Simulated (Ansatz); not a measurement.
**CH9NOSi2: one species, many methods**

Aim: compute CH9NOSi2 with functionals from several rungs and with coupled cluster, and see how far each lands from CCSD(T) at the basis-set limit for the atomisation energy.

Computed with Ansatz 0.2.0, Gaussian basis. Level: functionals in def2-TZVPP, the program's frozen cores in correlated methods.

Plan: PBE-D4, r2SCAN-D4, PBE0-D4, B3LYP-D4, ωB97X-V, ωB97M-V, B2PLYP; CCSD(T)/def2-TZVPP; MP2/def2-QZVPP; extrapolation to the limit.

**1. The geometry**

An earlier PBE0-D4 in a triple-zeta def2 set relaxation fixed the geometry.

14 atoms, charge 0, spin multiplicity 1.

Atoms are counted from 1 here; the program's logs count them from 0.

Bond lengths: N1–Si2 1.699 Å, N1–H6 1.007 Å, N1–H7 1.007 Å, Si2–O3 1.653 Å, Si2–H8 1.487 Å, Si2–H9 1.487 Å, O3–C4 1.419 Å, C4–Si5 1.888 Å, C4–H10 1.100 Å, C4–H11 1.100 Å, Si5–H12 1.486 Å, Si5–H13 1.489 Å, Si5–H14 1.486 Å. Angles: Si2–N1–H6 120.9°, Si2–N1–H7 121.0°, H6–N1–H7 111.4°, N1–Si2–O3 112.6°, N1–Si2–H8 108.6°, N1–Si2–H9 108.5°, O3–Si2–H8 108.1°, O3–Si2–H9 108.2°, H8–Si2–H9 111.0°, Si2–O3–C4 120.6°, O3–C4–Si5 108.7°, O3–C4–H10 111.2°, O3–C4–H11 111.1°, Si5–C4–H10 109.6°, Si5–C4–H11 109.7°, H10–C4–H11 106.5°, C4–Si5–H12 110.0°, C4–Si5–H13 109.1° and more.

**2. PBE-D4 (GGA)**

Input file in.yaml:

```yaml
crystal:
  periodic: [false, false, false]
  atoms:
    - {symbol: N, position_ang: [-1.839999, -1.328727, 1.923951]}
    - {symbol: Si, position_ang: [-0.477584, -1.379855, 0.909803]}
    - {symbol: O, position_ang: [-0.213317, 0.052777, 0.129638]}
    - {symbol: C, position_ang: [0.885786, 0.201003, -0.755123]}
    - {symbol: Si, position_ang: [0.877864, 1.960083, -1.440223]}
    - {symbol: H, position_ang: [-2.770795, -1.351313, 1.541499]}
    - {symbol: H, position_ang: [-1.814484, -0.834925, 2.800700]}
    - {symbol: H, position_ang: [0.719683, -1.681304, 1.739329]}
    - {symbol: H, position_ang: [-0.692660, -2.434261, -0.116981]}
    - {symbol: H, position_ang: [1.838496, 0.009000, -0.240384]}
    - {symbol: H, position_ang: [0.827651, -0.519205, -1.584140]}
    - {symbol: H, position_ang: [-0.386171, 2.213249, -2.178403]}
    - {symbol: H, position_ang: [2.028810, 2.125406, -2.370642]}
    - {symbol: H, position_ang: [1.003822, 2.939069, -0.330022]}
basis:
  gaussian: {orbitals: def2-TZVPP}
hamiltonian: {xc: pbe, dispersion: d4}
output: {forces: true, orbitals: {seedname: orbitals}}
```

The run is started by

```
> ansatz run in.yaml --threads 4 --pin off --events-out ev --progress --plain --max-ram 10444MiB
```

Further steps of the session: r2SCAN-D4 (meta-GGA); PBE0-D4 (hybrid); B3LYP-D4 (hybrid); ωB97X-V (range-separated); ωB97M-V (range-separated); B2PLYP (double hybrid); CCSD(T) in def2-TZVPP; MP2 in def2-QZVPP.

Q: Predict the results of all the runs planned. Wanted: atomisation energy, CCSD(T)/CBS; farthest; mean size of error, hybrid; mean size of error, range-separated; gap, smallest and largest; T1 diagnostic; triples share of the correlation energy.

The runs gave:

| quantity | value |
| --- | --- |
| atomisation energy, CCSD(T)/CBS | 49.943 eV |
| functionals within 0.250 eV (0.5 %) | PBE-D4, B3LYP-D4, ωB97X-V, ωB97M-V |
| farthest | B2PLYP (-0.668 eV) |
| mean size of error, hybrid | 0.303 eV |
| mean size of error, range-separated | 0.140 eV |
| gap, smallest and largest | 6.13 eV (PBE-D4), 12.77 eV (ωB97X-V) |
| T1 diagnostic | 0.0113 |
| triples share of the correlation energy | 3.5 % |

What this shows: PBE-D4 misses by +0.074 eV. Double hybrids carry the basis error of their MP2 part in triple zeta, and no dispersion term here, so their miss is partly the set-up's. Misses under about 0.250 eV are within the doubt on the reference itself, which lacks core-valence correlation, relativity and higher excitations. Hartree-Fock recovers 73 % of the binding; the rest is correlation. Orbital gaps span 6.1 to 12.8 eV; exact exchange widens them.
